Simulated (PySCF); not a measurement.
# GeH3Cl (chlorogermane): PBE0/def2-TZVP

Aim: the energy change on altering one bond length of GeH3Cl (chlorogermane) at PBE0/def2-TZVP, from 2 runs. Input form: a Python script.

The results are computed with PySCF 2.14.0.

2 further runs of the same task are left out: 2 set aside as unsound or not needed.

## Step 1: The system as given

GeH3Cl has 5 atoms, charge 0, and is taken as a singlet. As SMILES, `[Cl][GeH3]`. The coordinates come from a PBE0-D4/def2-TZVP relaxation.

Bond lengths: Cl1–Ge2 2.155 Å, Ge2–H3 1.532 Å, Ge2–H4 1.532 Å, Ge2–H5 1.532 Å. Angles: Cl1–Ge2–H3 107.1°, Cl1–Ge2–H4 107.1°, Cl1–Ge2–H5 107.1°, H3–Ge2–H4 111.7°, H3–Ge2–H5 111.7°, H4–Ge2–H5 111.7°.

## Step 2: The energy at PBE0/def2-TZVP

Contents of input.xyz:

```xyz
5
ClGeH3
Cl    -1.875800    -0.025100     0.641300
Ge     0.161800    -0.013900    -0.060600
H      0.160400     0.656200    -1.438100
H      0.619000    -1.473700    -0.140600
H      0.984500     0.782900     0.956700
```

Contents of job.py:

```python
from pyscf import gto, dft

molecule = gto.M(
    atom='input.xyz',
    basis='def2-tzvp',
    max_memory=1860,
    verbose=3,
    charge=0,
)

mf = dft.RKS(molecule, xc='pbe0')
mf.conv_tol = 1e-10
mf.grids.level = 5
mf.kernel()
if not mf.converged:
    mf = mf.newton().run(mf.mo_coeff, mf.mo_occ)

e_tot = mf.e_tot
print('E(%s) = %.9f' % ('PBE0', e_tot))
```

On the command line:

```sh
$ OMP_NUM_THREADS=1 python job.py
```

The program printed:

```text
converged SCF energy = -2538.63318575789
E(PBE0) = -2538.633185758
```

Run time: 18 s. Hardware: 1 thread of Intel Xeon at 2.70GHz, shared host; peak memory 0.53 GiB.

## Step 3: The distorted shape, same level

Contents of job.py:

```python
from pyscf import gto, dft

molecule = gto.M(
    atom=[
    ('Cl', (-2.863033, -0.981253, -0.579451)),
    ('Ge', (-0.825433, -0.970053, -1.281351)),
    ('H', (-0.826833, -0.299953, -2.658851)),
    ('H', (-0.368233, -2.429853, -1.361351)),
    ('H', (0.984500, 0.782900, 0.956700)),
],
    basis='def2-tzvp',
    spin=0,
    max_memory=1860,
    verbose=3,
)

mf = dft.RKS(molecule)
mf.xc = 'pbe0'
mf.conv_tol = 1e-10
mf.grids.level = 5
mf.kernel()
if not mf.converged:
    mf = mf.newton().run(mf.mo_coeff, mf.mo_occ)

energy = mf.e_tot
print('Final energy', energy)
```

On the command line:

```sh
$ OMP_NUM_THREADS=1 python job.py
```

The program printed:

```text
converged SCF energy = -2538.47060019673
Final energy -2538.4706001967293
```

Run time: 20 s. Hardware: 1 thread of Intel Xeon at 2.70GHz, shared host; peak memory 0.53 GiB.

## Step 4: Outcome

At PBE0/def2-TZVP:

| quantity | value |
| --- | --- |
| first shape: total energy | -2538.63319 Eh |
| first shape: dipole moment | 1.97 D |
| first shape: HOMO energy | -8.78 eV |
| first shape: LUMO energy | -0.28 eV |
| first shape: HOMO–LUMO gap | 8.50 eV |
| distorted shape: total energy | -2538.47060 Eh |
| distorted shape: dipole moment | 2.49 D |
| distorted shape: HOMO energy | -6.72 eV |
| distorted shape: LUMO energy | -4.30 eV |
| distorted shape: HOMO–LUMO gap | 2.42 eV |
| energy change with the Ge2–H5 bond stretched from 1.532 to 3.370 Å | 4.424 eV |

What this shows: One bond (distorted shape) is far stretched, which a spin-restricted single reference describes badly; a broken-symmetry solution may lie lower. With the Ge2–H5 bond stretched from 1.532 to 3.370 Å the energy rises by 4.42 eV (102 kcal/mol). A restricted reference can't describe the breaking bond well at this length. Mulliken charges (distorted shape) run from -0.26 on Cl1 to +0.26 on Ge2; they depend strongly on the basis.
